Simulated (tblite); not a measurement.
# C48H42Br6O6: the cost of one run

Computed with tblite 0.8.0 and PySCF 2.14.0 and routines of our own; the level stands in each step. Atoms count from 0.

## Step 1: The system as given

102 atoms, charge 0, multiplicity 1; geometry from: force field, distance geometry or constructed start.

## Step 2: Geometry optimisation with GFN2-xTB

Job settings and geometry (Å):

```
{"job": {"kind": "relax", "xc": "GFN2-xTB", "basis": "xTB"}, "charge": 0, "multiplicity": 1}
C      0.792100    -4.592600    -3.251500
O      0.324800    -3.511700    -2.436800
C      0.695000    -3.724500    -1.118700
C      1.873800    -3.114800    -0.650100
C      2.244200    -3.358300     0.693600
C      1.440000    -4.136300     1.519100
Br     1.959600    -4.421500     3.315100
C      0.258300    -4.682800     1.052800
C     -0.156300    -4.462700    -0.272200
C     -1.486200    -5.020300    -0.755100
C     -2.654800    -4.779500     0.178100
C     -3.188600    -5.855000     0.908800
C     -4.204400    -5.634200     1.841500
Br    -4.902100    -7.093200     2.811500
C     -4.690100    -4.344700     2.068100
C     -4.174500    -3.252000     1.363200
C     -3.189200    -3.489200     0.378300
O     -2.660300    -2.446800    -0.331100
C     -3.406300    -2.192400    -1.517600
C     -4.712500    -1.867100     1.663800
C     -3.695200    -0.782200     1.952500
C     -2.591000    -1.050600     2.780200
C     -1.614900    -0.072600     3.005200
Br    -0.121400    -0.482700     4.075000
C     -1.728600     1.182300     2.409600
C     -2.839900     1.485400     1.600200
C     -3.827000     0.510200     1.411400
O     -4.911900     0.801700     0.620700
C     -5.987200     1.290500     1.422000
C     -2.888400     2.836400     0.912700
C     -1.875800     2.991900    -0.211100
C     -1.876900     2.065800    -1.266900
C     -0.927400     2.155500    -2.283200
Br    -0.915400     0.877700    -3.672400
C      0.033800     3.166000    -2.266300
C      0.057600     4.110000    -1.223600
C     -0.938500     4.037300    -0.231600
O     -0.946500     4.968100     0.782800
C     -1.760200     6.077100     0.414600
C      1.161400     5.146400    -1.176600
C      2.558700     4.540400    -1.203600
C      3.391200     4.752500    -2.317300
C      4.621200     4.112600    -2.419000
Br     5.716100     4.405000    -3.929100
C      5.025800     3.223300    -1.423900
C      4.218200     2.986700    -0.307000
C      3.024500     3.708600    -0.174100
O      2.239100     3.525800     0.940900
C      2.583300     4.468200     1.952900
C      4.625500     1.934100     0.708600
C      4.760500     0.521600     0.150500
C      6.014000    -0.113900     0.229300
C      6.169500    -1.405400    -0.271400
Br     7.853600    -2.251900    -0.155800
C      5.102300    -2.078900    -0.856400
C      3.839600    -1.462100    -0.947600
C      3.685200    -0.172700    -0.430500
O      2.478200     0.477100    -0.585900
C      1.599200     0.242200     0.523100
C      2.690000    -2.230200    -1.573500
H      0.252800    -5.518700    -3.015300
H      0.576600    -4.331800    -4.292800
H      1.869200    -4.742200    -3.153500
H      3.151200    -2.918500     1.103500
H     -0.358500    -5.268200     1.727800
H     -1.759900    -4.611800    -1.735800
H     -1.345700    -6.093900    -0.920200
H     -2.790200    -6.858200     0.770000
H     -5.469300    -4.202800     2.808500
H     -4.376900    -1.745200    -1.282600
H     -3.552100    -3.107900    -2.109100
H     -2.840000    -1.486900    -2.124200
H     -5.375600    -1.913200     2.540400
H     -5.356400    -1.587500     0.818100
H     -2.465800    -2.036200     3.223600
H     -0.939400     1.920500     2.555300
H     -6.809400     1.563200     0.753500
H     -6.353900     0.520400     2.114200
H     -5.696700     2.180900     1.981800
H     -2.752900     3.593800     1.687300
H     -3.884000     3.036200     0.491300
H     -2.606800     1.253000    -1.279800
H      0.790600     3.196000    -3.038600
H     -1.369700     6.585900    -0.473400
H     -2.808700     5.784000     0.246500
H     -1.750600     6.799900     1.246400
H      1.024900     5.814300    -2.033300
H      1.087800     5.787400    -0.295000
H      3.054700     5.411900    -3.126200
H      5.968900     2.684900    -1.541500
H      3.604500     4.308500     2.317700
H      2.472300     5.496300     1.599100
H      1.891300     4.323100     2.791100
H      3.927600     1.880200     1.546600
H      5.573800     2.261900     1.151800
H      6.855100     0.395900     0.682100
H      5.237700    -3.085100    -1.244500
H      2.129400     0.026000     1.450600
H      1.000900     1.144900     0.668200
H      0.912400    -0.574300     0.283100
H      3.107600    -2.864000    -2.376800
H      2.017500    -1.519100    -2.062700
```

Started as:

```sh
OMP_NUM_THREADS=8 python large_run.py task.json out
```

This one command runs all jobs of the session in turn.

**Question.** How long does this first job take on 8 threads of Intel Xeon 6975P-C, shared host, and how much memory does it need?

About 54 s, with a peak of 0.21 GiB.
